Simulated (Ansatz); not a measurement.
Runs of Ansatz 0.2.0 on CsLiCr2Te2S3. Symmetry: R32, No. 155, trigonal system. Conventional cell: a = 6.639 Å, b = 6.639 Å, c = 20.639 Å, α = 90.00°, β = 90.00°, γ = 120.00°. Around Cs (site symmetry 32) lie 6 Te at 3.84 Å and 6 S at 4.04 Å and 2 Cr at 4.16 Å. Li (site symmetry 32) is surrounded by 3 S at 2.41 Å. Cr (site symmetry 3) has 3 S at 2.24 Å and 1 Te at 2.45 Å as nearest neighbours. Around Te (site symmetry 3) lie 1 Cr at 2.45 Å. Around S (site symmetry 2) lie 2 Cr at 2.24 Å and 1 Li at 2.41 Å. The cell was built by a generator and needn't be a form met in nature.

```csv
task,level,potentials or basis,spin,cell,k mesh,cutoff (eV),points for each segment of the path,gap on the mesh (eV),pressure (GPa),moment (μB),relaxed volume (Å³/atom),largest force (eV/Å)
single point,PBE,JTH PAW,"collinear, ferromagnetic start",as given,5 × 5 × 5,1230,-,none,0.1,4.00,-,(b)
single point,PBE,Ansatz NC with PseudoDojo standard (PBE files),"collinear, ferromagnetic start",as given,5 × 5 × 5,1279,-,none,0.0,4.00,-,0.01
relaxation of cell and atoms,r2SCAN+rVV10,Ansatz PAW,"collinear, ferromagnetic start",relaxed,4 × 4 × 4,500,-,none,0.0,4.00,(c),-
single point,PBE,PseudoDojo standard (PBE files),"collinear, ferromagnetic start",as given,5 × 5 × 5,1279,-,none,0.2,4.00,-,0.10
relaxation of cell and atoms,PBE,Ansatz PAW,"collinear, ferromagnetic start",relaxed,4 × 4 × 4,420,-,none,0.0,4.00,(a),-
single point,PBE,Ansatz PAW earlier set,"collinear, ferromagnetic start",as given,5 × 5 × 5,1070,-,none,0.0,4.00,-,0.01
band structure,r2SCAN,Ansatz PAW,"non-collinear, ferromagnetic start, SOC",as given,4 × 4 × 4,500,10,none,0.3,4.08,-,0.27
band structure,PBE,Ansatz PAW,"collinear, ferromagnetic start",as given,5 × 5 × 5,420,10,none,0.0,4.00,-,0.01
```

Alike in all rows: smearing fermi-dirac 0.05 eV.

Task: Fill in the values left out.

Result: (a) 29.17; (b) 0.08; (c) 27.35.

Caveats: the magnetic or orbital state may not be the lowest (some runs); the plane-wave basis is chosen anew once the cell has moved, so the energies of steps on either side of that aren't comparable (some runs); the PAW data sets come from PBE, with cores solved anew for the run's functional, which leaves a small shift of forces and pressure (some runs); spin-orbit coupling is left out, which moves the levels of the heavy elements (some runs).

A k mesh can miss the band edges, and rows without SOC leave out spin-orbit coupling on Cs, Te.

A gap of «none» marks a metal or a gap under the smearing width.

The runs don't all hold the same shells in valence.
